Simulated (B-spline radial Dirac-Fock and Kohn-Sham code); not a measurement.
**An X-ray data sheet for La²¹⁺, step by step**

Wanted for the La²¹⁺ ion: its X-ray form factor and Compton profile, the binding energy of each subshell and its two-hole states.

Program: B-spline radial Dirac-Fock and Kohn-Sham code, version 2. Model: a free atom or ion on a radial basis; each step names its model. All values are calculated, but those marked as tabulated.

### Step 1. What is computed

La²¹⁺ in the configuration 1s2 2s2 2p6 3s2 3p6 3d10 4s2 4p6.

```
nuclear charge     : 57
electrons          : 36
mass number        : 139
nuclear rms radius : 4.855 fm
```

Outer shells as boxes (Hund's rule, for the drawing alone; heavy ions are jj-coupled, and the calculation averages over the configuration):

```
[Ar] core
3d [↑↓][↑↓][↑↓][↑↓][↑↓]
4s [↑↓]
4p [↑↓][↑↓][↑↓]
```

### Step 2. X-ray scattering functions

Model: Dirac-Fock average of configuration, finite nucleus; form factor of the spherical density, Waller-Hartree incoherent function, impulse-approximation Compton profiles.

Recorded inputs:

```ini
task = scatter
Z = 57
charge = 21
configuration = 1s2 2s2 2p6 3s2 3p6 3d10 4s2 4p6
mass_number = 139
rms_radius = 4.855  # fm
s = [0.0, 0.05, 0.1, 0.15, 0.2, 0.25, 0.3, 0.35, 0.4, 0.45, 0.5, 0.6, 0.7, 0.8, 0.9, 1.0, 1.1, 1.2, 1.4, 1.6, 1.8, 2.0, 2.5, 3.0, 3.5, 4.0, 5.0, 6.0]  # 1/A
pz = [0, 0.1, 0.14, 0.21, 0.3, 0.44, 0.63, 0.91, 1.3, 1.9, 2.8, 4.0, 5.8, 8.4, 12.0, 17.0, 25.0, 37.0, 53.0, 76.0, 110.0]  # a.u.
photon_energy = [2000, 5000, 17479.3, 50000, 100000, 200000, 500000, 1000000]  # eV
```

Main fields of the result record, rounded:

```text
{
  "status": "converged",
  "form_factor [e]": [36.0, 35.907, 35.63, 35.178, 34.564, 33.806, 32.925, 31.944, 30.888, 29.78, 28.644, 26.369, 24.197, 22.209, 20.441, 18.888, 17.523, 16.309, 14.195, 12.354, 10.723, 9.3122, 6.8353, 5.558, 4.8531, 4.3091, 3.2848, 2.4352],
  "incoherent": [-2.3146e-12, 0.093522, 0.36873, 0.81027, 1.3949, 2.0942, 2.8784, 3.7187, 4.5901, 5.4727, 6.3517, 8.0635, 9.6854, 11.203, 12.607, 13.889, 15.051, 16.103, 17.956, 19.591, 21.08, 22.439, 25.281, 27.432, 29.059, 30.314, 32.076, 33.169],
  "compton_total [1/a.u.]": [2.6454, 2.6442, 2.643, 2.64, 2.6345, 2.6219, 2.5971, 2.5444, 2.4395, 2.2172, 1.8219, 1.3904, 1.0472, 0.70358, 0.37782, 0.18422, 0.073894, 0.025199, 0.0084627, 0.0024414, 0.00056947],
  "shells": ["1s1/2", "2s1/2", "2p1/2", "2p3/2", "3s1/2", "3p1/2", "3p3/2", "3d3/2", "3d5/2", "4s1/2", "4p1/2", "4p3/2"],
  "occupation": [2.0, 2.0, 2.0, 4.0, 2.0, 2.0, 4.0, 4.0, 6.0, 2.0, 2.0, 4.0],
  "mean_momentum [a.u.]": [53.864, 19.146, 25.535, 23.892, 9.5726, 11.433, 10.962, 13.062, 12.883, 5.3099, 5.9322, 5.7754],
  "r2 [bohr^2]": 5.0746,
  "r_inverse [1/bohr]": 341.2,
  "r1 [bohr]": 10.601,
  "coherent [b]": [839.49, 738.66, 321.99, 78.509, 25.223, 7.3644, 1.3007, 0.33482],
  "incoherent_cross_section [b]": [0.31086, 1.6286, 7.5291, 13.321, 14.645, 13.469, 10.157, 7.5322]
}
```

Form factor and incoherent function, every second point:

| s (1/Å) | f (e) | f / N | S(s) |
| --- | --- | --- | --- |
| 0 | 36.00 | 1.000 | 0 |
| 0.100 | 35.63 | 0.990 | 0.3687 |
| 0.200 | 34.56 | 0.960 | 1.395 |
| 0.300 | 32.92 | 0.915 | 2.878 |
| 0.400 | 30.89 | 0.858 | 4.590 |
| 0.500 | 28.64 | 0.796 | 6.352 |
| 0.700 | 24.20 | 0.672 | 9.685 |
| 0.900 | 20.44 | 0.568 | 12.61 |
| 1.10 | 17.52 | 0.487 | 15.05 |
| 1.40 | 14.20 | 0.394 | 17.96 |
| 1.80 | 10.72 | 0.298 | 21.08 |
| 2.50 | 6.835 | 0.190 | 25.28 |
| 3.50 | 4.853 | 0.135 | 29.06 |
| 5.00 | 3.285 | 0.091 | 32.08 |

### Step 3. Binding energies

Model: Dirac-Fock average of configuration, Delta-SCF, finite nucleus, first-order Breit with its frequency dependence, self-energy and vacuum polarisation.

Settings, as recorded:

```ini
task = binding
```

Main fields of the result record, rounded:

```text
{
  "status": "converged",
  "shells": ["K", "L1", "L2", "L3", "M1", "M2", "M3", "M4", "M5", "N1", "N2", "N3"],
  "total_energy_parts [Ha]": [-8309.69008, 7.71097324, -0.797415434, -0.0867252878, 5.3357224, -0.754377311],
  "koopmans [eV]": [39738.1, 6920.02, 6544.47, 6129.43, 1955.06, 1796.66, 1712.18, 1438.91, 1420.96, 787.34, 719.265, 697.292],
  "dirac_coulomb [eV]": [39683.6, 6896.76, 6517.63, 6104.11, 1949.51, 1790.6, 1706.58, 1431.82, 1414.08, 786.688, 718.569, 696.654],
  "gaunt [eV]": [-106.957, -10.4975, -18.2388, -13.0537, -1.76917, -3.16516, -2.14624, -1.18576, -0.735727, -0.472752, -0.802455, -0.542421],
  "retardation [eV]": [7.95963, 0.770164, 2.02082, 2.01898, 0.127751, 0.356269, 0.356606, 0.109265, 0.107815, 0.0461276, 0.102461, 0.103912],
  "breit_frequency [eV]": [1.05606, -0.0979749, -0.00465868, 0.449004, -0.0264227, -0.020223, 0.0821639, -0.0136637, -0.00475597, -0.00748215, -0.00651453, 0.0210496],
  "self_energy [eV]": [-58.5351, -7.50594, 0.404673, -0.281719, -1.61015, 0.0825636, -0.0495373, 0.152295, 0.0999041, -0.424321, 0.0259467, -0.00865662],
  "vacuum_polarisation [eV]": [8.61357, 1.02515, -0.0122802, -0.0518292, 0.212667, -0.00515528, -0.0144834, -0.0143949, -0.0140314, 0.0561627, -0.0017311, -0.00425369],
  "binding [eV]": [39535.8, 6880.45, 6501.8, 6093.19, 1946.45, 1787.85, 1704.81, 1430.87, 1413.53, 785.886, 717.887, 696.224],
  "mean_radius [bohr]": [0.0250641, 0.106758, 0.0899062, 0.0959409, 0.28118, 0.271074, 0.282331, 0.253762, 0.257332, 0.607102, 0.615626, 0.633949]
}
```

total_energy_parts: Dirac-Coulomb, Gaunt, retardation, frequency dependence, self-energy, vacuum polarisation. 

The binding energies by parts, in eV; the parts add up.

| level | -ε | relaxation | Breit | QED | binding |
| --- | --- | --- | --- | --- | --- |
| 1s | 39738.1 | -54.46 | -97.94 | -49.92 | 39535.8 |
| 2s | 6920.0 | -23.26 | -9.83 | -6.48 | 6880.5 |
| 2p1/2 | 6544.5 | -26.84 | -16.22 | 0.39 | 6501.8 |
| 2p3/2 | 6129.4 | -25.31 | -10.59 | -0.33 | 6093.2 |
| 3s | 1955.1 | -5.55 | -1.67 | -1.40 | 1946.4 |
| 3p1/2 | 1796.7 | -6.06 | -2.83 | 0.08 | 1787.9 |
| 3p3/2 | 1712.2 | -5.60 | -1.71 | -0.06 | 1704.8 |
| 3d3/2 | 1438.9 | -7.09 | -1.09 | 0.14 | 1430.9 |
| 3d5/2 | 1421.0 | -6.88 | -0.63 | 0.09 | 1413.5 |
| 4s | 787.3 | -0.65 | -0.43 | -0.37 | 785.9 |
| 4p1/2 | 719.3 | -0.70 | -0.71 | 0.02 | 717.9 |
| 4p3/2 | 697.3 | -0.64 | -0.42 | -0.01 | 696.2 |

Line energies follow by subtraction:

| line | energy (eV) |
| --- | --- |
| Kβ2' (K-N3) | 38839.6 |
| Kβ2'' (K-N2) | 38817.9 |
| Kβ1 (K-M3) | 37831.0 |
| Kβ3 (K-M2) | 37747.9 |
| Kα1 (K-L3) | 33442.6 |
| Kα2 (K-L2) | 33034.0 |
| Lγ3 (L1-N3) | 6184.2 |
| Lγ2 (L1-N2) | 6162.6 |
| Lγ5 (L2-N1) | 5715.9 |
| Lβ6 (L3-N1) | 5307.3 |
| Lβ3 (L1-M3) | 5175.6 |
| Lβ4 (L1-M2) | 5092.6 |
| Lβ1 (L2-M4) | 5070.9 |
| Lα1 (L3-M5) | 4679.7 |

### Step 4. Double vacancies and Auger multiplets

Model: Dirac-Fock average of configuration, Delta-SCF, finite nucleus, first-order Breit with its frequency dependence, self-energy and vacuum polarisation; two-hole levels by intermediate coupling within the shell, Auger rates as independent-particle Coulomb matrix elements.

Settings, as recorded:

```ini
task = double
```

Main fields of the result record, rounded:

```text
{
  "status": "converged",
  "single_binding [eV]": {"K": 39535.78, "L1": 6880.45, "L2": 6501.804, "L3": 6093.194, "M1": 1946.448, "M2": 1787.852, "M3": 1704.807, "M4": 1430.866, "M5": 1413.532, "N1": 785.8857, "N2": 717.8869, "N3": 696.2241},
  "double_binding [eV]": {
    "KK": 80058.72,
    "KL2": 46343.06,
    "KL3": 45905.42,
    "KM2": 41434.36,
    "KM3": 41344.69,
    "KM4": 41066.97,
    "KM5": 41047.94,
    "L1L1": 13946.84,
    "L1L2": 13559.11,
    "L1L3": 13145.1,
    "L1M2": 8762.97,
    "L1M3": 8676.927,
    "L1M4": 8410.359,
    "L1M5": 8391.698,
    "L2L2": 13229.93,
    "L2L3": 12799.01,
    "L2M1": 8540.674,
    "L2M3": 8301.183,
    "L2M4": 8030.23,
    "L2M5": 8015.163,
    "L3L3": 12388.48,
    "L3M1": 8131.427,
    "L3M2": 7977.916,
    "L3M4": 7624.712,
    "L3M5": 7603.919,
    "M4M4": 2942.629,
    "M4M5": 2925.843,
    "M5M5": 2907.464,
    "M2M2": 3654.451,
    "M2M3": 3565.48,
    "M3M3": 3482.649
  },
  "kalpha_Ln [eV]": [
    [0, 33306.34, 34007.38],
    [1, 33387.76, 34090.46],
    [2, 33470.61, 34174.97],
    [3, 33554.91, 34260.94],
    [4, 33640.66, 34348.36],
    [5, 33727.86, 34437.23]
  ],
  "auger_lines [eV]": {
    "K-L123": [["L2L3", 2, 0.998922, 26728.9, 0.350422], ["L3L3", 2, 0.998922, 27154.4, 0.125896], ["L1L2", 1, 0.987944, 25964.4, 0.116637], ["L1L3", 1, 0.987944, 26357.2, 0.0972884], ["L1L1", 0, 0.993957, 25583.2, 0.0759202], ["L1L3", 2, 1.0, 26413.6, 0.0240426]],
    "L2-M45": [["M4M5", 4, 0.963412, 3571.15, 0.572516], ["M4M4", 2, 0.941058, 3560.88, 0.137337], ["M4M5", 3, 1.0, 3582.55, 0.0707755], ["M4M4", 0, 0.909771, 3542.3, 0.0199966], ["M4M5", 2, 0.927058, 3576.22, 0.0151982], ["M5M5", 2, 0.980034, 3592.17, 0.0111414]],
    "L3-M45": [["M4M5", 4, 0.963412, 3162.54, 0.558614], ["M5M5", 4, 0.963412, 3190.06, 0.209454], ["M5M5", 2, 0.980034, 3183.56, 0.0974729], ["M4M5", 3, 1.0, 3173.94, 0.0809327], ["M4M5", 2, 0.927058, 3167.61, 0.0496151], ["M4M4", 2, 0.941058, 3152.27, 0.0333614]],
    "L2-M23": [["M2M3", 2, 0.996815, 2933.39, 0.170937], ["M2M2", 0, 0.994002, 2846.38, 0.0792629], ["M2M3", 1, 1.0, 2940.75, 0.0776262], ["M3M3", 2, 0.996815, 3021.77, 0.00148755], ["M3M3", 0, 0.994002, 3008.43, 0.00120738]]
  }
}
```

Auger rows: leading holes, J, purity, kinetic energy, width; the six strongest of each group. kalpha_Ln rows: L holes, Kα centroid, hypersatellite. Left out are hole states that did not converge, or in which two open shells of one symmetry are about equally filled, where the average of configuration falls too low.

Hole-hole repulsion U = E(ab) - E(a) - E(b), in eV:

| holes | double | sum of singles | U |
| --- | --- | --- | --- |
| K K | 80058.7 | 79071.6 | 987.2 |
| K L2 | 46343.1 | 46037.6 | 305.5 |
| K L3 | 45905.4 | 45629.0 | 276.5 |
| K M2 | 41434.4 | 41323.6 | 110.7 |
| K M3 | 41344.7 | 41240.6 | 104.1 |
| K M4 | 41067.0 | 40966.6 | 100.3 |
| K M5 | 41047.9 | 40949.3 | 98.63 |
| L1 L1 | 13946.8 | 13760.9 | 185.9 |
| L1 L2 | 13559.1 | 13382.3 | 176.9 |
| L1 L3 | 13145.1 | 12973.6 | 171.5 |
| L1 M2 | 8763.0 | 8668.3 | 94.67 |
| L1 M3 | 8676.9 | 8585.3 | 91.67 |
| L1 M4 | 8410.4 | 8311.3 | 99.04 |
| L1 M5 | 8391.7 | 8294.0 | 97.72 |
| L2 L2 | 13229.9 | 13003.6 | 226.3 |
| L2 L3 | 12799.0 | 12595.0 | 204.0 |
| L2 M1 | 8540.7 | 8448.3 | 92.42 |
| L2 M3 | 8301.2 | 8206.6 | 94.57 |
| L2 M4 | 8030.2 | 7932.7 | 97.56 |
| L2 M5 | 8015.2 | 7915.3 | 99.83 |
| L3 L3 | 12388.5 | 12186.4 | 202.1 |
| L3 M1 | 8131.4 | 8039.6 | 91.78 |

### Step 5. What came out

```
                             quantity                    value
     rms radius of the electron cloud               0.375 bohr
                form factor halves at                  1.1 1/Å
              Compton profile at zero             2.645 1/a.u.
         deepest level listed, K (1s)               39535.8 eV
              least bound, N3 (4p3/2)                 696.2 eV
                                  Kα1               33442.6 eV
ionisation energy, NIST (theoretical)               696.000 eV
                       largest U, K K                 987.2 eV
              Kα hypersatellite shift                +701.0 eV
             strongest line of K-L123  L2L3, J = 2, 26728.9 eV
```

In words: f falls from 36 to half of that at s = 1.1 1/Å. Incoherent scattering outweighs coherent from 200 keV on, among the energies asked. For K (1s), relaxation takes off 54.5 eV, Breit terms shift it by -97.94 and QED by -49.92 eV. NIST's ionisation energy differs by -0.22 eV from the least binding energy, within its stated uncertainty. Two holes repel most in K K, by 987.2 eV, and least in M2 M3, by 72.82 eV. An empty K shell moves Kα up by 701 eV. In the K-L123 Auger group the L2L3 J = 2 line carries 41 % of the rate. The Hartree-Fock and Dirac-Fock values hold no electron correlation.
